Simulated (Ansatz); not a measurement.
# SiSe4: the cost of one run

Program: Ansatz 0.2.0. Level of theory: DFT PBE, scalar-relativistic, plane waves, PAW. These are calculated values, not measurements.

1 further run of the same task is left out (it didn't finish).

### Step 1. Starting point

It takes space group Im-3m (No. 229, cubic). Conventional cell: a = 6.129 Å, b = 6.129 Å, c = 6.129 Å, α = 90.00°, β = 90.00°, γ = 90.00°. Around Si (site symmetry m-3m) lie 8 Se at 2.65 Å. Se (site symmetry -3m) has 2 Si at 2.65 Å as nearest neighbours.

Coordinates:

```
Si Se
1.0
    -3.06473    3.06473    3.06473
     3.06473   -3.06473    3.06473
     3.06473    3.06473   -3.06473
Si Se
1 4
Direct
  0.00000 0.00000 0.00000
  0.00000 0.00000 0.50000
  0.00000 0.50000 0.00000
  0.50000 0.00000 0.00000
  0.50000 0.50000 0.50000
```

It is the end of an earlier relaxation with the same method, from a database cell with other species swapped in; it is a trial structure. At a tolerance of 0.05 Å it has space group Im-3m (No. 229); it has 23.03 Å³/atom, an uncorrected energy of +0.43 eV/atom over the elements.

### Step 2. Static run: bands, density of states and charges

Input file input.yaml:

```yaml
crystal:
  lattice:
    - [-3.0647287046, 3.0647287046, 3.0647287046]
    - [3.0647287046, -3.0647287046, 3.0647287046]
    - [3.0647287046, 3.0647287046, -3.0647287046]
  atoms:
    - { symbol: Si, position: [0.0, 0.0, 0.0] }
    - { symbol: Se, position: [0.0, 0.0, 0.5] }
    - { symbol: Se, position: [0.0, 0.5, 0.0] }
    - { symbol: Se, position: [0.5, 0.0, 0.0] }
    - { symbol: Se, position: [0.5, 0.5, 0.5] }
basis:
  ecutwfc: 420
kpoints:
  mp_grid: { grid: [10, 10, 10] }
  band_path:
    path:
      - [[0.0, 0.0, 0.0], [0.5, -0.5, 0.5], [0.0, 0.0, 0.5], [0.0, 0.0, 0.0], [0.25, 0.25, 0.25], [0.5, -0.5, 0.5]]
      - [[0.25, 0.25, 0.25], [0.0, 0.0, 0.5]]
    npoints: 14
hamiltonian:
  xc: pbe
scf:
  occupations: { method: gaussian, width: 0.1 }
  n_extra_bands: 12
output:
  forces: true
  stress: true
  eigenvalues: true
  populations: true
  dos: { projected: true, de: 0.02, nscf_kmesh: { grid: [12, 12, 12] } }
  bader: true
```

Command:

```sh
ansatz run input.yaml --threads 1 --pin off --max-ram 2560MiB --backend cpu --events-out ev --progress --plain --runs-dir out
```

What time and memory should one allow on 1 thread of Intel Xeon at 2.70GHz, shared host?

About 52 s, with a peak of 0.57 GiB.
